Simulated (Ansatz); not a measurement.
**C (hcp type): a single-point run**

Aim: a sound single-point run of C (hcp type). The structure is shown as the input types it.

Method: DFT, LDA, PAW with Ansatz's default frozen-core files, scalar-relativistic, in Ansatz 0.2.0.

2 further runs of the same task are left out: 1 for a known fault of the program, 1 that didn't finish. Runs told in other sessions of the task aren't counted.

### Step 1. The starting structure

It takes space group P6_3/mmc (No. 194, hexagonal). The conventional cell has a = 1.049 Å, b = 1.049 Å, c = 0.992 Å, α = 90.00°, β = 90.00°, γ = 120.00°. Around C (site symmetry -6m2) lie 6 C at 0.78 Å.

Coordinates:

```
CELL_PARAMETERS angstrom
1.04886 0.00000 0.00000
-0.52443 0.90834 0.00000
0.00000 0.00000 0.99235
ATOMIC_POSITIONS crystal
C 0.33333 0.66667 0.25000
C 0.66667 0.33333 0.75000
```

### Step 2. The run

File input.yaml:

```yaml
crystal:
  lattice:
    - [1.04885816, 0.0, 0.0]
    - [-0.52442908, 0.90833782, 0.0]
    - [0.0, 0.0, 0.99235223]
  atoms:
    - { symbol: C, position: [0.3333333333, 0.6666666667, 0.25] }
    - { symbol: C, position: [0.6666666667, 0.3333333333, 0.75] }
kpoints:
  mp_grid: { grid: [23, 23, 12] }
scf:
  occupations: { method: fermi_dirac, width: 0.05 }
  max_iter: 50
hamiltonian:
  xc: lda
  pseudopotentials: { kind: paw }
output:
  forces: true
  stress: true
  eigenvalues: true
  populations: true
```

The run is started by

```console
$ ansatz run input.yaml --threads 1 --pin off --max-ram 2048MiB --backend cpu --events-out ev --progress --plain --runs-dir out
```

Q: Will this input give a usable result? If not, why, and what should change?

This run ends as converged. It gives a pressure of 56346 GPa, which is large; a structure far from rest gives such values too, whatever the setting.

All distances are much too short, so cores begin to overlap. The shortest distance in the input is 0.78 Å, between atoms 1 (C) and 2 (C).

The cure: use the intended lattice or bond lengths.
